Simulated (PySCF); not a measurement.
# C2H4GeTe: the cost of one run

Computed with PySCF 2.14.0 and routines of our own; the level stands in each step. Atoms count from 0.

## (1) The system as given

8 atoms, charge 0, multiplicity 1; geometry from: GFN2-xTB.

## (2) NMR shieldings: PBE/pcJ-1 Ge:dyall-v2z Te:dyall-v2z, spin–orbit

Job settings and geometry (Å):

```
{"job": {"kind": "hnmr", "xc": "PBE", "basis": {"default": "pcJ-1", "Ge": "dyall-v2z", "Te": "dyall-v2z"}, "rel": "so"}, "charge": 0, "multiplicity": 1}
C     -2.422233    -0.376821    -0.227920
C     -1.292377    -0.007785    -0.042929
Ge     0.521706     0.484254     0.208264
Te     1.949111    -1.438114    -0.533331
H     -3.418105    -0.682919    -0.383153
H      0.652678     0.861111     1.664604
H      0.715331     1.766688    -0.565484
H      3.302946    -0.597002    -0.144617
```

Method: PBE/pcJ-1 Ge:dyall-v2z Te:dyall-v2z GIAO NMR shielding, X2C with spin-orbit coupling, screened-nuclear two-electron part, Gaussian nuclei, gas phase.

Started as:

```bash
$ OMP_NUM_THREADS=1 python heavy_run.py task.json out
```

One launch serves the whole session: the jobs run in the order shown.

**Question.** How long does this first job take on 1 thread of AMD EPYC, shared host, and how much memory does it need?

About 2.1 min, with a peak of 1.2 GiB.
